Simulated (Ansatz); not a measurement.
# FePt: the cost of one run

Computed with Ansatz 0.2.0 (DFT PBE, scalar-relativistic, plane waves, PAW, unless a step's input says otherwise).

## (1) Starting point

Symmetry: P4/mmm, No. 123, tetragonal system. Conventional cell: a = 2.727 Å, b = 2.727 Å, c = 3.735 Å, α = 90.00°, β = 90.00°, γ = 90.00°. Fe (site symmetry 4/mmm) is surrounded by 8 Pt at 2.68 Å and 4 Fe at 2.73 Å. Pt (site symmetry 4/mmm) is surrounded by 8 Fe at 2.68 Å and 4 Pt at 2.73 Å.

Structure file:

```xyz
2
Lattice="2.7273 0.0000 0.0000 0.0000 2.7273 0.0000 0.0000 0.0000 3.7350" Properties=species:S:1:pos:R:3 pbc="T T T"
Fe    0.0000    0.0000    0.0000
Pt    1.3637    1.3637    1.8675
```

## (2) Relaxing cell and atoms: FePt, moments ++

Input file input.yaml:

```yaml
crystal:
  lattice:
    - [2.727310855, 0.0, 0.0]
    - [0.0, 2.727310855, 0.0]
    - [0.0, 0.0, 3.735]
  atoms:
    - { symbol: Fe, position: [0.0, 0.0, 0.0], spin: 3.0 }
    - { symbol: Pt, position: [0.5, 0.5, 0.5], spin: 0.4 }
magnetization:
  spin_polarized: true
scf:
  occupations: { method: gaussian, width: 0.05 }
output:
  forces: true
  stress: true
  eigenvalues: true
  populations: true
hamiltonian:
  xc: pbe
kpoints:
  mp_grid: { grid: [16, 16, 12] }
relax:
  f_tol: 0.005
  max_steps: 40
  cell: { stress_tol: 0.05 }
```

On the command line:

```sh
$ ansatz run input.yaml --threads 4 --pin off --max-ram 8192MiB --backend cpu --events-out ev --progress --plain --runs-dir out
```

Q: Estimate wall time and peak memory on 4 threads of Intel Xeon 6975P-C (Granite Rapids), shared host.

About 29 s, with a peak of 0.7 GiB.
